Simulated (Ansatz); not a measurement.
# AlB2H4NO, SMILES N[B]1[AlH][B]1O: a geometry optimisation

Computed with Ansatz's Python interface.

Script `opt_alb2h4no.py`:
```python
# -*- coding: utf-8 -*-
"""Geometry optimisation of AlB2H4NO."""

import itertools

import ansatz
from ase.data import atomic_numbers, covalent_radii
import numpy as np

BASIS_SET = "def2-SVP"
FUNCTIONAL = "pbe0"

system = (
    ansatz.Crystal.molecule()
    .atom("N", (1.3311, 0.2791, -1.6198))
    .atom("B", (0.4739, -0.1887, -0.4494))
    .atom("Al", (-0.5263, -1.6888, 0.3767))
    .atom("B", (-0.3058, 0.1825, 1.0417))
    .atom("O", (-0.7644, 1.1466, 2.0357))
    .atom("H", (1.8316, 1.1598, -1.291))
    .atom("H", (0.6211, 0.6934, -2.322))
    .atom("H", (-0.9636, -3.1853, 0.4561))
    .atom("H", (-1.6092, 1.5551, 1.7549))
)

calculation = (
    system.calculation()
    .basis(gaussian=BASIS_SET)
    .functional(FUNCTIONAL)
)
symbols = [site.symbol for site in system.cartesian_sites]
start = np.array([site.position_ang for site in system.cartesian_sites], dtype=float)
rep = calculation.relax(force_tolerance=0.005).run(threads=1).report
end = np.array(rep["positions_ang"])

for key in ("converged", "free_energy_ev", "reference_energy_ev", "n_frozen", "n_occupied", "n_virtual"):
    print(f"{key:22s} {rep[key]}")

# pairs closer than 1.2 times the sum of covalent radii, before or after
radius = [covalent_radii[atomic_numbers[s]] for s in symbols]
span = lambda where, i, j: np.linalg.norm(where[i] - where[j])
bonded = [(i, j) for i, j in itertools.combinations(range(len(symbols)), 2) if min(span(start, i, j), span(end, i, j)) < 1.2 * (radius[i] + radius[j])]
print("pair        before    after (A)")
for i, j in bonded:
    print(f"{symbols[i]}{i}-{symbols[j]}{j}".ljust(10), f"{span(start, i, j):8.4f} {span(end, i, j):8.4f}")

charges = rep["charge_distribution"]
dipole = np.array(charges["dipole_moment_e_ang"]) * 4.803205
print("dipole (D): {:.3f} {:.3f} {:.3f}, length {:.3f}".format(*dipole, np.linalg.norm(dipole)))
print("atom  Mulliken   Lowdin")
for symbol, m, l in zip(symbols, charges["mulliken_charges_e"], charges["lowdin_charges_e"]):
    print(f"{symbol:4s} {m:9.3f} {l:8.3f}")
```

Running `python opt_alb2h4no.py` prints:
```text
converged              True
free_energy_ev         -11536.133720722893
reference_energy_ev    -11536.133720722893
n_frozen               0
n_occupied             [21, 21]
n_virtual              [73, 73]
pair        before    after (A)
N0-B1        1.5243   1.3774
N0-H5        1.0650   1.0149
N0-H6        1.0811   1.0149
B1-Al2       1.9832   2.0425
B1-B3        1.7231   1.8729
Al2-B3       1.9982   2.0259
Al2-H7       1.5611   1.6000
B3-O4        1.4587   1.3364
O4-H8        0.9795   0.9662
dipole (D): 0.228 3.048 -0.986, length 3.212
atom  Mulliken   Lowdin
N       -0.064    0.357
B       -0.243   -0.422
Al       0.161    0.091
B       -0.145   -0.414
O       -0.090    0.373
H        0.153    0.039
H        0.153    0.037
H       -0.137   -0.080
H        0.210    0.020
```

Reading the output:
- Total energies depend on the basis set; only differences at equal settings carry meaning.
- The end point is the stationary point reached from this start; no frequency run checks that it is a minimum, and the basis set is modest.
- The Löwdin charges here are taken after orthogonalising the functions within each atom; they differ from plain Löwdin charges, and their signs can be unphysical.
- Timing: 35 s on 1 thread of AMD EPYC 9B45 (Zen 5), with other jobs on the host, peak memory 0.26 GiB.
